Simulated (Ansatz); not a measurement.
# LiF3: the cost of one run

Computed with Ansatz 0.2.0 (DFT PBE, scalar-relativistic, plane waves, PAW, unless a step's input says otherwise).

2 further runs of the same task are left out: 2 set aside as unsound or not needed.

## 1. The starting structure

Symmetry: P6_3/mmc, No. 194, hexagonal system. The conventional cell has a = 4.418 Å, b = 4.418 Å, c = 4.653 Å, α = 90.00°, β = 90.00°, γ = 120.00°. Li (site symmetry -6m2) has 6 F at 2.21 Å as nearest neighbours. F (site symmetry mm2) is surrounded by 4 F at 2.18 to 2.24 Å and 2 Li at 2.21 Å.

Structure file:

```
CELL_PARAMETERS angstrom
4.41831 0.00000 0.00000
-2.20915 3.82637 0.00000
0.00000 0.00000 4.65302
ATOMIC_POSITIONS crystal
Li 0.33333 0.66667 0.75000
Li 0.66667 0.33333 0.25000
F 0.16877 0.33753 0.25000
F 0.16877 0.83123 0.25000
F 0.66247 0.83123 0.25000
F 0.83123 0.66247 0.75000
F 0.83123 0.16877 0.75000
F 0.33753 0.16877 0.75000
```

This is candidate A: structure listed in a database for this formula (P6_3/mmc, No. 194).

(A quick probe on a coarse mesh, which set the mesh and smearing, is not shown.)

## 3. A loose first relaxation (candidate A)

input.yaml

```yaml
crystal:
  lattice:
    - [4.4183075801, 0.0, 0.0]
    - [-2.20915379, 3.8263666061, 0.0]
    - [0.0, 0.0, 4.653021]
  atoms:
    - { symbol: Li, position: [0.33333333, 0.66666667, 0.75] }
    - { symbol: Li, position: [0.66666667, 0.33333333, 0.25] }
    - { symbol: F, position: [0.168766, 0.337532, 0.25], spin: 0.73 }
    - { symbol: F, position: [0.168766, 0.831234, 0.25], spin: 0.73 }
    - { symbol: F, position: [0.662468, 0.831234, 0.25], spin: 0.73 }
    - { symbol: F, position: [0.831234, 0.662468, 0.75], spin: 0.73 }
    - { symbol: F, position: [0.831234, 0.168766, 0.75], spin: 0.73 }
    - { symbol: F, position: [0.337532, 0.168766, 0.75], spin: 0.73 }
basis:
  ecutwfc: 420
kpoints:
  mp_grid: { grid: [6, 6, 4] }
hamiltonian:
  xc: pbe
scf:
  occupations: { method: gaussian, width: 0.1 }
  lower_state_search: "off"
output:
  forces: true
  stress: true
  eigenvalues: true
  populations: true
magnetization:
  spin_polarized: true
relax:
  adjacent_minimum: "off"
  f_tol: 0.04
  max_steps: 70
  cell: { stress_tol: 0.4 }
```

Run with:

```sh
ansatz run input.yaml --threads 1 --pin off --max-ram 2560MiB --backend cpu --events-out ev --progress --plain --runs-dir out
```

**Question.** How long does this run take on 1 thread of Intel Xeon Platinum 8259CL at 2.50GHz (Skylake/Cascade Lake), shared host, and how much memory does it need?

About 1.7 min, with a peak of 0.47 GiB.
